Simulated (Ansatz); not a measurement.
## B2FH3N, SMILES B[N]BF: a geometry optimisation, step by step

Computed with Ansatz 0.2.0 through its Python package.

The cells in order, each with its output:

**Cell 1**
```python
import itertools

import ansatz as az
from ase.data import atomic_numbers, covalent_radii
import numpy as np
```

**Cell 2**
```python
BASIS = "6-31G*"
FUNCTIONAL = "pbe0"
VDW = "d4"

geometry_ang = [
    ("B", [1.2119, -0.0493, -0.2684]),
    ("N", [0.1854, -0.302, 0.8288]),
    ("B", [-1.1994, 0.0147, 0.2772]),
    ("F", [-1.4904, 1.344, -0.2137]),
    ("H", [2.3209, 0.2063, 0.047]),
    ("H", [1.0823, -0.5759, -1.3202]),
    ("H", [-2.1107, -0.6379, 0.6493]),
]
molecule = az.Crystal.molecule()
for symbol, xyz in geometry_ang:
    molecule = molecule.atom(symbol, xyz)
```

**Cell 3**
```python
job = (
    molecule.calculation()
    .basis(gaussian=BASIS)
    .functional(FUNCTIONAL, dispersion=VDW)
    .spin("collinear", total=1)
)
symbols = [site.symbol for site in molecule.cartesian_sites]
start = np.array([site.position_ang for site in molecule.cartesian_sites], dtype=float)
def progress(event):
    if event["event"] == "relax_step":
        row = event["data"]
        print(f"step {row['step']:3d}  E = {row['lagrangian_ev']:.6f} eV  largest force component {row['allowed_force_max_ev_ang']:.4f} eV/A")
```

**Cell 4**
```python
r = job.relax(force_tolerance=0.02, max_steps=100).session().plan().execute(on_event=progress).report
end = np.array(r["positions_ang"])
```
Output:
```text
step   1  E = -5601.239437 eV  largest force component 4.1693 eV/A
step   2  E = -5602.051015 eV  largest force component 2.3461 eV/A
step   3  E = -5602.440339 eV  largest force component 1.4168 eV/A
step   4  E = -5602.655385 eV  largest force component 0.8740 eV/A
step   5  E = -5602.793381 eV  largest force component 0.6599 eV/A
step   6  E = -5602.901116 eV  largest force component 0.4416 eV/A
step   7  E = -5602.991002 eV  largest force component 0.3507 eV/A
step   8  E = -5603.059580 eV  largest force component 0.3016 eV/A
step   9  E = -5603.097057 eV  largest force component 0.1092 eV/A
step  10  E = -5603.087431 eV  largest force component 0.4099 eV/A
step  11  E = -5603.101272 eV  largest force component 0.0354 eV/A
step  12  E = -5603.102033 eV  largest force component 0.0361 eV/A
step  13  E = -5603.102128 eV  largest force component 0.0115 eV/A
```

**Cell 5**
```python
print("reference energy %16.6f eV" % r["reference_energy_ev"])
print("total energy     %16.6f eV" % r["free_energy_ev"])
print("occupied orbitals outside the frozen core (up, down):", r["n_occupied"], " frozen:", r["n_frozen"], " virtual:", r["n_virtual"])

# pairs closer than 1.2 times the sum of covalent radii, before or after
radius = [covalent_radii[atomic_numbers[s]] for s in symbols]
span = lambda where, i, j: np.linalg.norm(where[i] - where[j])
bonded = [(i, j) for i, j in itertools.combinations(range(len(symbols)), 2) if min(span(start, i, j), span(end, i, j)) < 1.2 * (radius[i] + radius[j])]
print("pair        before    after (A)")
for i, j in bonded:
    print(f"{symbols[i]}{i}-{symbols[j]}{j}".ljust(10), f"{span(start, i, j):8.4f} {span(end, i, j):8.4f}")
with open("b2fh3n_opt.xyz", "w") as handle:
    handle.write(f"{len(symbols)}\nrelaxed B2FH3N\n")
    handle.writelines(f"{s:2s} {x:11.6f} {y:11.6f} {z:11.6f}\n" for s, (x, y, z) in zip(symbols, end))
```
Output:
```text
reference energy     -5603.030025 eV
total energy         -5603.102146 eV
occupied orbitals outside the frozen core (up, down): [15, 14]  frozen: 0  virtual: [51, 52]
pair        before    after (A)
B0-N1        1.5236   1.3574
B0-H4        1.1810   1.2047
B0-H5        1.1834   1.2068
N1-B2        1.5239   1.3984
B2-F3        1.4466   1.3274
B2-H6        1.1810   1.2003
```

It writes `b2fh3n_opt.xyz`:
```text
7
relaxed B2FH3N
B     1.310005   -0.270119   -0.348837
N     0.056964    0.094913    0.024230
B    -1.292995    0.268615    0.345215
F    -1.740053    1.412993    0.847666
H     2.225304    0.505824   -0.241551
H     1.502167   -1.377186   -0.789103
H    -2.061391   -0.635139    0.162381
```

What to keep in mind:
- Total energies depend on the basis set; only differences at equal settings carry meaning.
- The end point is the stationary point reached from this start; no frequency run checks that it is a minimum, and the basis set is modest.
- The species is open-shell (spin multiplicity 2).
- Total less reference energy is the dispersion correction.
- The whole script took 27 s on 1 thread of Intel(R) Xeon(R) 6975P-C (Granite Rapids), with other jobs on the host, peak memory 0.23 GiB.

(Lines on the test bed's own set-up are left out of the output.)
